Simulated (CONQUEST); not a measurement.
BiTe, 12 atoms in the cell. The structure is trigonal, space group R-3m (No. 166). Conventional cell: a = 4.845 Å, b = 4.845 Å, c = 9.952 Å, α = 90.00°, β = 90.00°, γ = 120.00°. Bi (site symmetry -3m) has 6 Te at 3.25 Å as nearest neighbours. Te (site symmetry -3m) is surrounded by 6 Bi at 3.25 Å. The cell comes from a database or a generator and needn't be the stable form of this composition.

- Program: CONQUEST 1.3
- Task: single point
- Functional: PBE
- Potentials or basis: PseudoDojo NC PBE, DZP, grid cutoff 120 Ha
- k mesh: 6 × 3 × 3
- Occupations: fermi-dirac, width 0.05 eV
- Spin: no spin polarisation
- Solver: diagonalisation
- SCF tolerance: 1e-06

Potentials or basis: PseudoDojo NC PBE, DZP, grid cutoff 120 Ha.

The run is started by

```console
$ Conquest
```

Hardware: 1 thread of AMD EPYC 9R45 96-Core Processor (Zen 5), with other jobs on the host.

Q: How long does it take, and how much memory?

A: Run time: 64 s on 1 thread of AMD EPYC 9R45 96-Core Processor (Zen 5), on a shared host, peak memory 2 GiB. Counts: scf iterations 8, k points 28, basis 216.
